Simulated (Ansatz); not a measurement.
# O: the cost of one run

Method: DFT r2SCAN, scalar-relativistic, plane waves, PAW, in Ansatz 0.2.0.

1 further run of the same task is left out (set aside as unsound or not needed).

## 1. Starting point

It takes space group P4/mmm (No. 123, tetragonal). The conventional cell has a = 1.776 Å, b = 1.776 Å, c = 3.053 Å, α = 90.00°, β = 90.00°, γ = 90.00°. O (site symmetry 4/mmm) is surrounded by 4 O at 1.78 Å.

Structure file:

```cif
data_structure
_symmetry_space_group_name_H-M 'P 1'
_symmetry_Int_Tables_number 1
_cell_length_a 1.7756
_cell_length_b 1.7756
_cell_length_c 3.0531
_cell_angle_alpha 90.000
_cell_angle_beta 90.000
_cell_angle_gamma 90.000
_cell_volume 9.63
loop_
_atom_site_label
_atom_site_type_symbol
_atom_site_fract_x
_atom_site_fract_y
_atom_site_fract_z
_atom_site_occupancy
O1 O 0.00000 0.00000 0.00000 1
```

The structure comes from the Materials Project (structure only).

## 2. Probe: one point at the start

Input file input.yaml:

```yaml
crystal:
  lattice:
    - [1.7755912592, 0.0, 0.0]
    - [0.0, 1.7755912592, 0.0]
    - [0.0, 0.0, 3.0530507]
  atoms:
    - { symbol: O, position: [0.0, 0.0, 0.0] }
basis:
  ecutwfc: 500
kpoints:
  mp_grid: { grid: [10, 10, 6] }
hamiltonian:
  xc: r2scan
scf:
  occupations: { method: gaussian, width: 0.1 }
output:
  forces: true
  stress: true
  eigenvalues: true
```

**Question.** How long does this run take on 1 thread of an Arm CPU, shared host, and how much memory does it need?

About 1.4 s, with a peak of 0.26 GiB.
